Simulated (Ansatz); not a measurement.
CHBFITe, SMILES FC1(I)B[Te]1, harmonic frequencies at the relaxed geometry

With the Ansatz DFT code, driven from Python.

Contents of `chbfite.xyz`:
```text
6

F    -0.99010   -1.32850   -0.33170
C     0.02790   -0.41410   -0.29470
I     1.92950   -1.30770   -0.20550
B    -0.11090    0.78100    0.70780
Te   -0.09280    1.10490   -1.63630
H    -0.72160    1.10040    1.71410
```

At the Python prompt:
```pycon
>>> import ansatz
>>> import numpy as np
>>> BASIS_SET = "def2-SVP"
>>> FUNCTIONAL = "pbe0"
>>> chbfite = ansatz.Crystal.molecule_from_extxyz("chbfite.xyz")
>>> base = chbfite.calculation()
>>> base = base.basis(gaussian=BASIS_SET).functional(FUNCTIONAL)
>>> symbols = [site.symbol for site in chbfite.cartesian_sites]
>>> start = np.array([site.position_ang for site in chbfite.cartesian_sites], dtype=float)
>>> rep = base.relax(force_tolerance=0.003).run(threads=1, backend="cpu").report

>>> end = np.array(rep["positions_ang"])
>>> print("bond        before    after (A)")
bond        before    after (A)
>>> for i, j in [(0, 1), (1, 2), (1, 3), (1, 4), (3, 4), (3, 5)]:
...     d0, d1 = (np.linalg.norm(xyz[i] - xyz[j]) for xyz in (start, end))
...     print(f"{symbols[i]}{i}-{symbols[j]}{j}".ljust(10), f"{d0:8.4f} {d1:8.4f}")
...
F0-C1        1.3689   1.3348
C1-I2        2.1030   2.1430
C1-B3        1.5661   1.5305
C1-Te4       2.0302   2.2479
B3-Te4       2.3664   2.0954
B3-H5        1.2197   1.1965
>>> # same settings at the minimum
>>> minimum = ansatz.Crystal.molecule()
>>> for symbol, xyz in zip(symbols, end):
...     minimum = minimum.atom(symbol, xyz.tolist())
...
>>> vibrating = (
...     minimum.calculation()
...     .basis(gaussian=BASIS_SET)
...     .functional(FUNCTIONAL)  # exchange and correlation
...     .phonons(temperatures=(100, 500, 100))
... )
>>> vib = vibrating.run(threads=1, backend="cpu").report["vibrations"]
>>> sums = vib["harmonic_sums"]
>>> modes = [m["omega_inv_cm"] for m in sums["modes_at_gamma"] if m["rigid_motion"] == "no"]
>>> print("frequencies (1/cm):", " ".join(f"{w:.0f}" for w in modes))
frequencies (1/cm): 105 196 234 288 429 537 607 657 821 989 1282 2735
>>> print("imaginary modes:", sum(w < 0 for w in modes), " zero-point energy:", round(sums["zero_point_energy_ev"], 4), "eV")
imaginary modes: 0  zero-point energy: 0.5505 eV
>>> print("T (K)   F_vib (eV)   S_vib (meV/K)   C_vib (meV/K)")
T (K)   F_vib (eV)   S_vib (meV/K)   C_vib (meV/K)
>>> for row in zip(sums["temperatures_k"], sums["vibrational_free_energy_ev"], vib["entropy_ev_per_k"], vib["heat_capacity_ev_per_k"]):
...     print(f"{row[0]:6.1f} {row[1]:11.4f} {1000 * row[2]:13.4f} {1000 * row[3]:15.4f}")
...
 100.0      0.5473        0.1015          0.1890
 200.0      0.5272        0.3023          0.4054
 300.0      0.4871        0.4985          0.5638
 400.0      0.4281        0.6766          0.6722
 500.0      0.3524        0.8350          0.7463
```

The frequencies are harmonic and unscaled, in a modest basis. The result belongs to the one conformer reached from this start, and soft torsions count as harmonic oscillators. def2 sets replace the cores of elements past krypton by effective core potentials. It ran for 4.4 min on 1 thread of Arm Neoverse V1 (shared host), peak memory 0.34 GiB.

(Lines on the test bed's own set-up are left out of the output.)
